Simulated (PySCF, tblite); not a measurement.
# C₆H₉BClPSi: geometry, infrared bands and NMR shifts

Wanted: the infrared bands and NMR shifts of C₆H₉BClPSi (`BP[Si@H](Cl)c1ccccc1`), by calculation.

The runs use tblite 0.8.0 and PySCF 2.14.0, with density-fitted response routines of our own; the level of theory stands in each step. All values are computed, except where a source is named. Atoms are numbered from 0 throughout.

## 1. Starting geometry

19 atoms, charge 0, multiplicity 1; geometry from: force field or distance geometry start.

Bonds of the start (Å): B0–P1 1.92, P1–Si2 2.21, Si2–Cl3 2.08, Si2–C4 1.86, C4–C5 1.40, C5–C6 1.40, C6–C7 1.39, C7–C8 1.41, C8–C9 1.39, C9–C4 1.41, B0–H10 1.19, B0–H11 1.18, P1–H12 1.44, Si2–H13 1.47, C5–H14 1.09, C6–H15 1.08, C7–H16 1.09, C8–H17 1.09, C9–H18 1.08.

## 2. Optimising the geometry with GFN2-xTB

What the job is given:

```
{"job": {"kind": "relax", "xc": "GFN2-xTB", "basis": "xTB"}, "charge": 0, "multiplicity": 1}
B      2.889600     0.225800    -0.630700
P      2.694700    -1.592900    -0.043300
Si     1.085000    -1.150400     1.399800
Cl     0.338900    -2.928900     2.187500
C     -0.291900    -0.248200     0.543000
C     -0.506400     1.115600     0.784700
C     -1.516100     1.807000     0.111200
C     -2.313600     1.139500    -0.809300
C     -2.101700    -0.225800    -1.071500
C     -1.096200    -0.914000    -0.397600
H      2.392700     0.562500    -1.654600
H      3.334900     1.037700     0.096800
H      1.797000    -1.979700    -1.099300
H      1.612900    -0.318900     2.485600
H      0.115600     1.655200     1.501200
H     -1.682200     2.856800     0.324000
H     -3.103600     1.671500    -1.330800
H     -2.727200    -0.744400    -1.794700
H     -0.932300    -1.959200    -0.609600
```

Run with:

```bash
> OMP_NUM_THREADS=1 python probes_run.py task.json out
```

The driver reads the jobs from task.json and runs them one after another.

**Question.** This job is followed by: GFN2-xTB harmonic vibrations, gas phase; GIAO PBE0/pcSseg-1 NMR shielding, non-relativistic, gas phase. What will the session give for the following? strongest single infrared mode (GFN2-xTB); zero-point energy (GFN2-xTB); ¹³C shifts against TMS (PBE0/pcSseg-1, means over atoms taken as alike); ¹H shifts against TMS (PBE0/pcSseg-1, means over atoms taken as alike); ¹¹B shifts against BF3·OEt2 (PBE0/pcSseg-1); ³¹P shifts against H3PO4 (PBE0/pcSseg-1); ²⁹Si shifts against TMS (PBE0/pcSseg-1); ³⁵Cl shifts against HCl (PBE0/pcSseg-1).

The runs gave:

| quantity | value |
| --- | --- |
| strongest single infrared mode (GFN2-xTB) | 605 cm⁻¹, 229 km/mol |
| zero-point energy (GFN2-xTB) | 80.4 kcal/mol |
| ¹³C shifts against TMS (PBE0/pcSseg-1, means over atoms taken as alike) | 146.5, 137.2, 136.7, 133.8 ppm |
| ¹H shifts against TMS (PBE0/pcSseg-1, means over atoms taken as alike) | 8.20, 7.76, 7.66, 7.65, 6.27, 3.62 ppm |
| ¹¹B shifts against BF3·OEt2 (PBE0/pcSseg-1) | 81.7 ppm |
| ³¹P shifts against H3PO4 (PBE0/pcSseg-1) | -115.5 ppm |
| ²⁹Si shifts against TMS (PBE0/pcSseg-1) | -3.0 ppm |
| ³⁵Cl shifts against HCl (PBE0/pcSseg-1) | -15 ppm |

In words: Over 90 steps the energy fell by 0.273 eV; of the close pairs, B0–P1 changed most, 1.921 to 1.826 Å. The lowest mode is slightly imaginary (7i cm⁻¹), a soft motion within the noise of the Hessian, so the minimum is not strictly shown. The strongest single mode, at 605 cm⁻¹, moves mainly H13. Unscaled tight-binding wavenumbers are off by several per cent, some by more. Its intensities can rank the bands wrongly. At PBE0/pcSseg-1: The largest span, 279 ppm, is at P1, where the paramagnetic term is -537 ppm. NICS(1)zz of -29 ppm above the planar ring from C4 marks a diatropic (aromatic) ring current.
